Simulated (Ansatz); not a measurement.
# C2H9BOSi: up Jacob's ladder to CCSD(T)

The task here is to estimate one member of a computed series from the others.

The runs use Ansatz 0.2.0, Gaussian basis; functionals in def2-TZVPP, the program's frozen cores in correlated methods.

The runs, in order: LDA (SPW92), PBE-D4, revPBE-D4, BLYP-D4, r2SCAN-D4, B97M-V, PBE0-D4, B3LYP-D4, r2SCANh-D4, r2SCAN0-D4, HSE06-D4, BHLYP-D4, CAM-B3LYP-D4, LC-ωPBE, ωB97X-V, ωB97M-V, B2PLYP, PBE-QIDH; CCSD(T)/def2-SVP; CCSD(T)/def2-TZVPP; MP2/def2-QZVPP; extrapolation to the limit; RPA on PBE.

## The geometry

An earlier PBE0-D4 in a triple-zeta def2 set relaxation fixed the geometry.

SMILES `BOC[SiH2]C`, 14 atoms, charge 0, spin multiplicity 1.

Atoms are counted from 1 here; the program's logs count them from 0.

Bond lengths: B1–O2 1.340 Å, B1–H6 1.203 Å, B1–H7 1.197 Å, O2–C3 1.427 Å, C3–Si4 1.894 Å, C3–H8 1.096 Å, C3–H9 1.095 Å, Si4–C5 1.866 Å, Si4–H10 1.491 Å, Si4–H11 1.489 Å, C5–H12 1.093 Å, C5–H13 1.092 Å, C5–H14 1.092 Å. Angles: O2–B1–H6 120.3°, O2–B1–H7 116.7°, H6–B1–H7 123.0°, B1–O2–C3 122.3°, O2–C3–Si4 109.9°, O2–C3–H8 110.4°, O2–C3–H9 107.7°, Si4–C3–H8 110.9°, Si4–C3–H9 110.2°, H8–C3–H9 107.6°, C3–Si4–C5 110.7°, C3–Si4–H10 107.3°, C3–Si4–H11 108.0°, C5–Si4–H10 111.4°, C5–Si4–H11 110.7°, H10–Si4–H11 108.6°, Si4–C5–H12 110.9°, Si4–C5–H13 111.1° and more.

Coordinates:

```xyz
14

B    -0.0317    1.7914    1.8578
O    -0.5813    0.9124    1.0094
C    -0.2127   -0.4659    0.9939
Si    0.6502   -0.8854   -0.6396
C    -0.4360   -0.4486   -2.0920
H     0.7830    1.4271    2.6648
H    -0.3944    2.9281    1.7654
H     0.4324   -0.6992    1.8490
H    -1.1282   -1.0569    1.1000
H     0.9635   -2.3425   -0.6148
H     1.9297   -0.1251   -0.6921
H    -1.3563   -1.0373   -2.0820
H     0.0771   -0.6358   -3.0377
H    -0.7083    0.6085   -2.0530
```

The first run:

Contents of in.yaml:

```yaml
crystal:
  periodic: [false, false, false]
  atoms:
    - {symbol: B, position_ang: [-0.031729, 1.791446, 1.857789]}
    - {symbol: O, position_ang: [-0.581258, 0.912396, 1.009381]}
    - {symbol: C, position_ang: [-0.212719, -0.465880, 0.993887]}
    - {symbol: Si, position_ang: [0.650214, -0.885402, -0.639599]}
    - {symbol: C, position_ang: [-0.436044, -0.448573, -2.091992]}
    - {symbol: H, position_ang: [0.783020, 1.427068, 2.664820]}
    - {symbol: H, position_ang: [-0.394432, 2.928121, 1.765386]}
    - {symbol: H, position_ang: [0.432440, -0.699169, 1.848978]}
    - {symbol: H, position_ang: [-1.128211, -1.056926, 1.099957]}
    - {symbol: H, position_ang: [0.963549, -2.342498, -0.614812]}
    - {symbol: H, position_ang: [1.929665, -0.125076, -0.692143]}
    - {symbol: H, position_ang: [-1.356320, -1.037332, -2.082035]}
    - {symbol: H, position_ang: [0.077134, -0.635838, -3.037673]}
    - {symbol: H, position_ang: [-0.708307, 0.608463, -2.053044]}
basis:
  gaussian: {orbitals: def2-TZVPP}
hamiltonian: {xc: lda}
output: {orbitals: {seedname: orbitals}}
```

Among the steps run: LDA; PBE-D4 (GGA); revPBE-D4 (GGA); BLYP-D4 (GGA); r2SCAN-D4 (meta-GGA); B97M-V (meta-GGA); PBE0-D4 (hybrid); B3LYP-D4 (hybrid); r2SCANh-D4 (hybrid); r2SCAN0-D4 (hybrid); HSE06-D4 (hybrid); BHLYP-D4 (hybrid); CAM-B3LYP-D4 (range-separated); LC-ωPBE (range-separated); ωB97X-V (range-separated); ωB97M-V (range-separated); B2PLYP (double hybrid); PBE-QIDH (double hybrid).

One table of the session follows, with a row left open; its other results are not shown here.

It belongs to the step «Orbital energies across the functionals». 

```
  functional  HOMO (eV)  gap (eV)
 LDA (SPW92)      -7.13      5.48
      PBE-D4      -7.00      5.62
   revPBE-D4      -6.94      5.67
     BLYP-D4      -6.89      5.64
   r2SCAN-D4      -7.23      6.24
      B97M-V      -7.35      6.19
     PBE0-D4      -8.29      7.90
    B3LYP-D4          ?         ?
  r2SCANh-D4      -7.72      7.07
  r2SCAN0-D4      -8.45      8.30
    HSE06-D4      -7.89      7.12
    BHLYP-D4      -9.52     10.08
CAM-B3LYP-D4      -9.69     10.34
     LC-ωPBE     -11.03     12.91
     ωB97X-V     -10.68     12.41
     ωB97M-V     -10.57     12.01
```

Q: Estimate the row for B3LYP-D4 from the others.

Worked estimate for «HOMO (eV)». Against the share of exact exchange, BLYP-D4 (0, -6.89), BHLYP-D4 (0.5, -9.52) give a slope of -5.26 per unit share; at 0.2 the line stands at -7.94.

The run gave: HOMO (eV): -8.09; gap (eV): 7.45. In «HOMO (eV)» the line misses by +0.15.
